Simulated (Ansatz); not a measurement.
# LaMnIn (P-6m2) in Ansatz: single point with LDA

Aim: the single point of LaMnIn with LDA.

Everything below comes from runs of Ansatz 0.2.0. Logs are shortened: lines on timing, memory, paths and dates and some standing lists are left out, and cuts for length are marked.

## (1) The structure

It takes space group P-6m2 (No. 187, hexagonal). Conventional cell: a = 4.593 Å, b = 4.593 Å, c = 4.097 Å, α = 90.00°, β = 90.00°, γ = 120.00°. La (site symmetry -6m2) has 6 Mn at 3.35 Å and 6 In at 3.35 Å as nearest neighbours. Around In (site symmetry -6m2) lie 3 Mn at 2.65 Å. Around Mn (site symmetry -6m2) lie 3 In at 2.65 Å.

The cell comes from a database or a generator and needn't be the stable form of this composition.

## (2) Single point, LDA, collinear spin, ferromagnetic start

The input, input.yaml:

```yaml
crystal:
  lattice:
    - [4.593340755, 0.0, 0.0]
    - [-2.2966703775, 3.9779497821, 0.0]
    - [0.0, 0.0, 4.096559]
  atoms:
    - { symbol: La, position: [0.0, 0.0, 0.0] }
    - { symbol: In, position: [0.3333333333, 0.6666666667, 0.5] }
    - { symbol: Mn, position: [0.6666666667, 0.3333333333, 0.5], spin: 4.0 }
hamiltonian:
  xc: lda
  pseudopotentials: { kind: paw }
magnetization:
  spin_polarized: true
kpoints:
  mp_grid: { grid: [7, 7, 7] }
scf:
  occupations: { method: gaussian, width: 0.02 }
output:
  forces: true
  stress: true
  eigenvalues: true
  write_density: true
  write_potential: true
  elf: true
  volumetric_format: npy
```

Potentials or basis: Ansatz PAW.

Started as:

```console
ansatz run input.yaml --threads 2 --pin off --max-ram 5632MiB --backend cpu --events-out ev --progress --plain --runs-dir out
```

Output:

```text
Warning: RAYON_NUM_THREADS=2 ignored (pool sized by the plan → 2); use --threads N
Engine: ansatz 0.2.0, x86_64-unknown-linux-gnu
Pseudopotentials: kind: paw
Pseudopotential: La, paw, valence charge 11, recommended cutoff 420 eV (normal), La.paw.azcp
Pseudopotential: In, paw, valence charge 13, recommended cutoff 420 eV (normal), In.paw.azcp
Pseudopotential: Mn, paw, valence charge 15, recommended cutoff 420 eV (normal), Mn.paw.azcp
Functional definition: SPW92
  exchange = slater_x
  correlation = pw_c
Crystal: 3 atoms, lattice volume = 74.853 Å³
Basis set: ecut = 420 eV, 1471 PW (Γ)
Bands: 26, of which v1, the nominal top of the filled ones, is band 20 counted from 1 (19 counted from 0)
Symmetry: 12 space group operations
Space group: P-6m2 (ITA 187), of the structure as read, at distance tolerance 4.2e-5 Å
Magnetic group: BNS 187.209 (UNI 1439), of the structure as read, at distance tolerance 4.2e-5 Å
k-points: 32 of 343 (time reversal used)
Non-local potential: La, projectors of the file, l = 0: 3, l = 1: 2, l = 2: 2, l = 3: 3
Non-local potential: In, projectors of the file, l = 0: 2, l = 1: 2, l = 2: 2, l = 3: 2
Non-local potential: Mn, projectors of the file, l = 0: 3, l = 1: 2, l = 2: 3, l = 3: 1
PAW form: soft (Blöchl's): semilocal exchange-correlation on the pseudo side does not see the compensation charge
PAW frozen core: La, regenerated for the run's functional, and the local potential with it (the file was generated under x = pbe(κ = 0.804, μ = 0.2195149727645171), c = pbe(β = 0.06672455060314922))
PAW frozen core: In, regenerated for the run's functional, and the local potential with it (the file was generated under x = pbe(κ = 0.804, μ = 0.2195149727645171), c = pbe(β = 0.06672455060314922))
PAW frozen core: Mn, regenerated for the run's functional, and the local potential with it (the file was generated under x = pbe(κ = 0.804, μ = 0.2195149727645171), c = pbe(β = 0.06672455060314922))
PAW one-centre angular grid: La, 590 points (default); XC on 64 Gauss nodes
PAW one-centre angular grid: In, 590 points (default); XC on 64 Gauss nodes
PAW one-centre angular grid: Mn, 590 points (default); XC on 64 Gauss nodes
Initial density: superposition of atomic densities (chi_scale 0.1, normalization cell, long waves kept (reshape's long-wave potential 0.00 eV rms))
Starting moments: Σ|m| = 4 μB on 1 of 3 sites
Initial wavefunctions: pseudopotential atomic-orbital guess
Functional: x = slater, c = lda
SCF iter   1: F=—  HF=-15374.756349 eV  |F-HF|=—  |Δ(HF+E_count)|=         —  Δρ=3.82e-2 (↑3.82e-2 ↓1.90e-2)  dr2=2.22e0  dr2_m=1.48e-1  M=3.380 μB ∫|m|=4.081 μB  β_m=0.30  ethr=3.10e-3  ⟨swp⟩=5.4  Hψ=6261  notcnv=0
Mixer restart at iter 1: flushing history
preconditioner: auto → Kerker (q_TF=auto, 2.447 Å⁻¹)  [metal: Δε(μ)=0.000 eV  Ē_g=10.079 eV  σ=0.020 eV  W_gap=0.01  n_scr=20 (ndim 8)  ℏωp=23.1 eV  f_vac=0.000  D(μ)=3.18/eV (n_scr^D=26)]
spin=Collinear: Kerker preconditioning applied to the charge; magnetization (m = ρ↑ − ρ↓) channel mixes plain (no charge-response kernel on spin).
SCF iter   2: F=—  HF=-15373.997205 eV  |F-HF|=—  |Δ(HF+E_count)|=   7.59e-1  Δρ=1.14e-2 (↑1.14e-2 ↓1.14e-2)  dr2=4.74e-1  dr2_m=1.25e-2  M=3.404 μB ∫|m|=4.196 μB  β_m=0.36  ethr=3.10e-3  ⟨swp⟩=3.2  Hψ=3461  notcnv=0  defer=129
preconditioner: auto → Resta (q_TF=auto, 2.447 Å⁻¹)  ε∞=6.0  [insulator: Δε(μ)=0.024 eV  Ē_g=10.320 eV  σ=0.020 eV  W_gap=0.55  n_scr=20 (ndim 8)  ℏωp=23.1 eV  f_vac=0.000  D(μ)=1.72/eV (n_scr^D=8)  ε∞_Penn≈6.0]
spin=Collinear: Resta preconditioning applied to the charge; magnetization (m = ρ↑ − ρ↓) channel mixes plain (no charge-response kernel on spin).
SCF iter   3: F=—  HF=-15374.034205 eV  |F-HF|=—  |Δ(HF+E_count)|=   3.70e-2  Δρ=7.53e-3 (↑5.98e-3 ↓7.53e-3)  dr2=1.50e-1  dr2_m=6.87e-3  M=3.365 μB ∫|m|=4.172 μB  β_m=0.56  ethr=1.21e-3  ⟨swp⟩=2.1  Hψ=2694  notcnv=0  defer=130
SCF iter   4: F=—  HF=-15374.222905 eV  |F-HF|=—  |Δ(HF+E_count)|=   1.89e-1  Δρ=5.60e-3 (↑2.20e-3 ↓5.60e-3)  dr2=4.83e-2  dr2_m=5.14e-3  M=3.265 μB ∫|m|=4.107 μB  β_m=0.78  ethr=3.86e-4  ⟨swp⟩=3.2  Hψ=2980  notcnv=0  defer=130
SCF iter   5: F=—  HF=-15374.258509 eV  |F-HF|=—  |Δ(HF+E_count)|=   3.56e-2  Δρ=4.14e-3 (↑4.14e-3 ↓1.48e-3)  dr2=1.73e-2  dr2_m=1.43e-3  M=3.170 μB ∫|m|=4.061 μB  β_m=0.76  ethr=1.24e-4  ⟨swp⟩=3.6  Hψ=3635  notcnv=0  defer=132
SCF iter   6: F=—  HF=-15374.262352 eV  |F-HF|=—  |Δ(HF+E_count)|=         —  Δρ=1.60e-3 (↑1.60e-3 ↓5.53e-4)  dr2=2.75e-3  dr2_m=2.12e-4  M=3.178 μB ∫|m|=4.072 μB  β_m=0.76  ethr=4.42e-5  ⟨swp⟩=2.7  Hψ=2536  notcnv=0  defer=129
Mixer restart at iter 6: flushing history
SCF iter   7: F=—  HF=-15374.263582 eV  |F-HF|=—  |Δ(HF+E_count)|=   1.23e-3  Δρ=1.72e-3 (↑1.72e-3 ↓8.60e-4)  dr2=4.18e-3  dr2_m=1.40e-4  M=3.188 μB ∫|m|=4.069 μB  β_m=0.56  ethr=7.04e-6  ⟨swp⟩=2.6  Hψ=3339  notcnv=0  defer=129
SCF iter   8: F=—  HF=-15374.262955 eV  |F-HF|=—  |Δ(HF+E_count)|=   6.27e-4  Δρ=1.11e-4 (↑1.11e-4 ↓6.35e-5)  dr2=6.40e-6  dr2_m=2.88e-6  M=3.185 μB ∫|m|=4.072 μB  β_m=0.68  ethr=7.04e-6  ⟨swp⟩=2.1  Hψ=3140  notcnv=0  defer=129
SCF iter   9: F=—  HF=-15374.262955 eV  |F-HF|=—  |Δ(HF+E_count)|=   7.05e-7  Δρ=4.46e-5 (↑4.46e-5 ↓2.99e-5)  dr2=8.91e-7  dr2_m=6.67e-7  M=3.186 μB ∫|m|=4.072 μB  β_m=0.84  ethr=1.64e-8  ⟨swp⟩=2.0  Hψ=2914  notcnv=0  defer=129
SCF iter  10: F=—  HF=-15374.262954 eV  |F-HF|=—  |Δ(HF+E_count)|=   2.31e-7  Δρ=1.90e-5 (↑1.90e-5 ↓7.52e-6)  dr2=3.16e-7  dr2_m=3.80e-8  M=3.186 μB ∫|m|=4.072 μB  β_m=0.86  ethr=2.28e-9  ⟨swp⟩=2.3  Hψ=2721  notcnv=0  defer=129
SCF iter  11: F=—  HF=-15374.262954 eV  |F-HF|=—  |Δ(HF+E_count)|=   5.75e-8  Δρ=2.08e-6 (↑2.08e-6 ↓1.95e-6)  dr2=7.45e-9  dr2_m=8.43e-10  M=3.186 μB ∫|m|=4.072 μB  β_m=0.92  ethr=8.12e-10  ⟨swp⟩=2.9  Hψ=2911  notcnv=0  defer=129
SCF iter  12: F=-15374.262954 eV  HF=-15374.262954 eV  |F-HF|=1.62e-9  |Δ(HF+E_count)|=   2.66e-9  Δρ=1.02e-6 (↑7.27e-7 ↓1.02e-6)  dr2=2.16e-9  dr2_m=3.40e-11  M=3.186 μB ∫|m|=4.072 μB  ethr=1.91e-11  ⟨swp⟩=11.1  Hψ=11163  notcnv=0
SCF 1 converged in 12 iterations: F = -15374.262954 eV  dr2 = 2.16e-9
SCF converged after 12 iterations
Magnetization: 3.1859 μB (21.0929 up, 17.9071 down)
Absolute magnetization: 4.0838 μB (∫|ρ↑−ρ↓|, with the PAW one-centre terms)
Spin contamination: 0.4473 ħ² per cell (⟨S²⟩ above its minimum at these occupations)
Per-site moments (μB) at R_I (Å): [(-0.13851911287099528, 1.3822366807332296), (-0.03890963921071973, 1.0939361900731541), (3.3764327273897408, 1.0939361900731541)]
Free energy (F): -15374.262954 eV
Harris-Foulkes:  -15374.262954 eV  (|F-HF|=1.62e-9)
Internal energy: -15374.262327 eV  (E = F + TS)
E sigma→0 (E₀):  -15374.262641 eV
Entropy (-TS):   -0.000627 eV (-0.209 meV/atom)
Fermi energy:    11.551155 eV
--- Per-component energies (eV) ---
  E_band       = -327.239306
  E_kinetic    = 739.875358
  E_local      = -3943.959680  (includes V_loc(G=0)·N_el)
  E_nonlocal   = 719.486951
  E_hartree    = 1611.317185
  E_xc         = -464.465789
  E_vxc        = -393.241529  (∫ρ·V_xc dr)
  E_paw        = -10503.395804  (= ΣΔE_a)
  E_vpaw       = -672.037835  (= ΣTr[D̂ρ^β])
  E_aug_tail   = 0.000014  (compensation charges beyond the density's cutoff)
  E_ewald      = -3534.111768
  E_core_change = 0.991206  (= ΣΔE_core)
  E_smearing   = -0.000627  (= −TS)
  E_closure    = 0.000000  (closes the sum)
  Σ components = -15374.262954   (vs F -15374.262954, Δ=0.00e0)
--- Forces (eV/Å), atoms counted from 1 ---
  atom   1  La     0.00000000    -0.00000000     0.00000000
  atom   2  In     0.00000000     0.00000000     0.00000000
  atom   3  Mn    -0.00000000     0.00000000     0.00000000
  max |Σ_I F_I| component: 7.40e-17 eV/Å
--- Stress (GPa, compression-positive) ---
       -0.877067       0.000000       0.000000
        0.000000      -0.877067       0.000000
        0.000000       0.000000      -2.691315
  P = ⅓ Tr σ = -1.4818 GPa (-14.818 kbar)
--- Band table (eV; the first three rows and the last of 64) ---
  k-point 0 ↑: bands = ["-68.6209", "-37.7479", "-37.7479", "-37.7008", "-21.0448", "-4.6845", "-4.6845", "-4.5415", "-2.5164", "-2.4453", "-2.4453", "-2.4168", "-2.4168", "4.1113", "8.6995", "8.6995", "8.8435", "9.2890", "9.2890", "11.4708", "11.4708", "12.0098", "12.8549", "13.0724", "13.4523", "13.4523"]
  k-point 1 ↑: bands = ["-68.6209", "-37.7479", "-37.7479", "-37.7010", "-21.0400", "-4.6760", "-4.6760", "-4.6335", "-2.5011", "-2.4553", "-2.4553", "-2.4120", "-2.4120", "4.3510", "8.6442", "8.6442", "8.8994", "9.2762", "9.2762", "11.6561", "11.6561", "11.7145", "12.7436", "13.1093", "13.4413", "13.4413"]
  k-point 2 ↑: bands = ["-68.6209", "-37.7478", "-37.7478", "-37.7014", "-21.0292", "-4.8297", "-4.6570", "-4.6570", "-2.4680", "-2.4663", "-2.4663", "-2.4126", "-2.4126", "4.9724", "8.5541", "8.5541", "8.9445", "9.2051", "9.2051", "10.5673", "12.1558", "12.1558", "13.0068", "13.2393", "13.3814", "13.3814"]
  k-point 31 ↓: bands = ["-65.1362", "-34.3499", "-34.3495", "-34.3125", "-21.0726", "-5.0033", "-4.8832", "-4.8284", "-2.4780", "-2.4614", "-2.4432", "-2.4192", "-2.3868", "6.1301", "8.5974", "10.0691", "11.1982", "11.5682", "11.7893", "11.8539", "12.1248", "12.4628", "12.6273", "13.3980", "13.4588", "13.4803"]
```

Run time: 7.6 s. Hardware: 2 threads of Intel Xeon Platinum 8488C (Sapphire Rapids), shared host; peak memory 0.48 GiB.

What came out:

```yaml
Free_energy: -15374.2630 eV
Pressure: -1.5 GPa
Band_gap_on_the_k_mesh: none (metal or under the smearing width)
Net_moment: 3.19 μB per cell
Absolute_moment: 4.08 μB per cell
Site_moments: La -0.14; In -0.04; Mn +3.38 μB
```

Caveat: the PAW data sets come from PBE, with cores solved anew for the run's functional, which leaves a small shift of forces and pressure. Spin-orbit coupling is left out, which matters for the levels of La.
